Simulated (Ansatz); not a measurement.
# C2H2BFO2: up Jacob's ladder to CCSD(T)

The task here is to estimate one member of a computed series from the others.

The runs use Ansatz 0.2.0, Gaussian basis; functionals in def2-TZVPP, the program's frozen cores in correlated methods.

The runs, in order: LDA (SPW92), PBE-D4, revPBE-D4, BLYP-D4, r2SCAN-D4, B97M-V, PBE0-D4, B3LYP-D4, r2SCANh-D4, r2SCAN0-D4, HSE06-D4, BHLYP-D4, CAM-B3LYP-D4, LC-ωPBE, ωB97X-V, ωB97M-V, B2PLYP, PBE-QIDH; CCSD(T)/def2-SVP; CCSD(T)/def2-TZVPP; MP2/def2-QZVPP; extrapolation to the limit; RPA on PBE.

**Structure used throughout**

The geometry comes from an earlier relaxation with PBE0-D4 in a triple-zeta def2 set; it is a stationary point, not always the lowest conformer.

8 atoms, charge 0, spin multiplicity 1.

Atoms are counted from 1 here; the program's logs count them from 0.

Bond lengths: O1–B2 1.354 Å, O1–H7 0.961 Å, B2–F3 1.333 Å, B2–C4 1.506 Å, C4–C5 1.296 Å, C4–O6 1.736 Å, C5–O6 1.306 Å, C5–H8 1.084 Å. Angles: B2–O1–H7 112.8°, O1–B2–F3 121.0°, O1–B2–C4 118.8°, F3–B2–C4 120.1°, B2–C4–C5 178.6°, B2–C4–O6 130.3°, C5–C4–O6 48.4°, C4–C5–O6 83.7°, C4–C5–H8 146.2°, O6–C5–H8 130.1°, C4–O6–C5 47.9°.

Set-up of the first run:

Contents of in.yaml:

```yaml
crystal:
  periodic: [false, false, false]
  atoms:
    - {symbol: O, position_ang: [1.902456, 0.015636, -0.605078]}
    - {symbol: B, position_ang: [0.866117, 0.403987, 0.175699]}
    - {symbol: F, position_ang: [1.034164, 1.306601, 1.141893]}
    - {symbol: C, position_ang: [-0.490895, -0.202751, -0.064402]}
    - {symbol: C, position_ang: [-1.669776, -0.709724, -0.246841]}
    - {symbol: O, position_ang: [-2.001508, 0.071768, 0.745549]}
    - {symbol: H, position_ang: [2.725809, 0.456487, -0.377142]}
    - {symbol: H, position_ang: [-2.274168, -1.399202, -0.825478]}
basis:
  gaussian: {orbitals: def2-TZVPP}
hamiltonian: {xc: lda}
output: {orbitals: {seedname: orbitals}}
```

On the command line:

```sh
$ ansatz run in.yaml --threads 2 --pin off --events-out ev --progress --plain --max-ram 4352MiB
```

Steps of the session up to this table: LDA; PBE-D4 (GGA); revPBE-D4 (GGA); BLYP-D4 (GGA); r2SCAN-D4 (meta-GGA); B97M-V (meta-GGA); PBE0-D4 (hybrid); B3LYP-D4 (hybrid); r2SCANh-D4 (hybrid); r2SCAN0-D4 (hybrid); HSE06-D4 (hybrid); BHLYP-D4 (hybrid); CAM-B3LYP-D4 (range-separated); LC-ωPBE (range-separated); ωB97X-V (range-separated); ωB97M-V (range-separated); B2PLYP (double hybrid); PBE-QIDH (double hybrid).

One of the session's tables, all rows but one given; the rest of the session is left out.

It belongs to the step «Frontier levels by functional». 

| functional | HOMO (eV) | gap (eV) |
| --- | --- | --- |
| LDA (SPW92) | -5.56 | 2.94 |
| PBE-D4 | -5.35 | 3.04 |
| revPBE-D4 | -5.27 | 3.08 |
| BLYP-D4 | -5.23 | 3.05 |
| r2SCAN-D4 | -5.56 | 3.46 |
| B97M-V | ? | ? |
| PBE0-D4 | -6.62 | 5.23 |
| B3LYP-D4 | -6.41 | 4.79 |
| r2SCANh-D4 | -6.04 | 4.27 |
| r2SCAN0-D4 | -6.78 | 5.50 |
| HSE06-D4 | -6.22 | 4.44 |
| BHLYP-D4 | -7.81 | 7.43 |
| CAM-B3LYP-D4 | -7.98 | 7.70 |
| LC-ωPBE | -9.28 | 10.18 |
| ωB97X-V | -8.92 | 9.78 |
| ωB97M-V | -8.84 | 9.60 |

Estimate the missing values for B97M-V.

**Answer.** HOMO (eV): -5.62; gap (eV): 3.59. In the column «HOMO (eV)» it lies between r2SCANh-D4 (-6.04) and LDA (SPW92) (-5.56).
